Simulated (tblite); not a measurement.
# C2H11Ge2Si: the cost of one run

Programs: tblite 0.8.0 and PySCF 2.14.0. All values are calculated, for the isolated system unless a continuum is named. Atoms count from 0, parts from 1.

## 1. Starting point

16 atoms, charge 0, multiplicity 2; geometry: distance geometry start.

## 2. Geometry optimisation with GFN2-xTB

Job settings and geometry (Å):

```
{"job": {"kind": "relax", "xc": "GFN2-xTB", "basis": "xTB"}, "charge": 0, "multiplicity": 2}
C     -0.268672    -0.715617    -0.074315
C     -1.228393     0.273767    -0.479944
Si    -0.723902     1.028003    -2.077721
Ge    -0.987162    -2.259232     0.886914
Ge     1.444085    -0.070504     0.509925
H     -2.179140    -0.138897    -0.572405
H     -1.273906     1.041412     0.252427
H     -0.802166     2.438906    -2.000788
H      0.601243     0.629927    -2.386047
H     -1.622159     0.580957    -3.093601
H     -0.260334    -3.497983     0.452915
H     -0.791043    -2.056958     2.352556
H     -2.445771    -2.386029     0.561496
H      2.306585    -1.248223     0.931527
H      2.139749     0.661894    -0.604984
H      1.257859     0.837042     1.709470
```

With the program's defaults for keys left out, this is: GFN2-xTB geometry optimisation, gas phase.

Started as:

```console
$ OMP_NUM_THREADS=1 python cluster_run.py task.json out
```

The driver reads the jobs from task.json and runs them one after another.

Q: Estimate the wall time of this first job on 1 thread of AMD EPYC 9R45, shared host.

About 3.5 s.
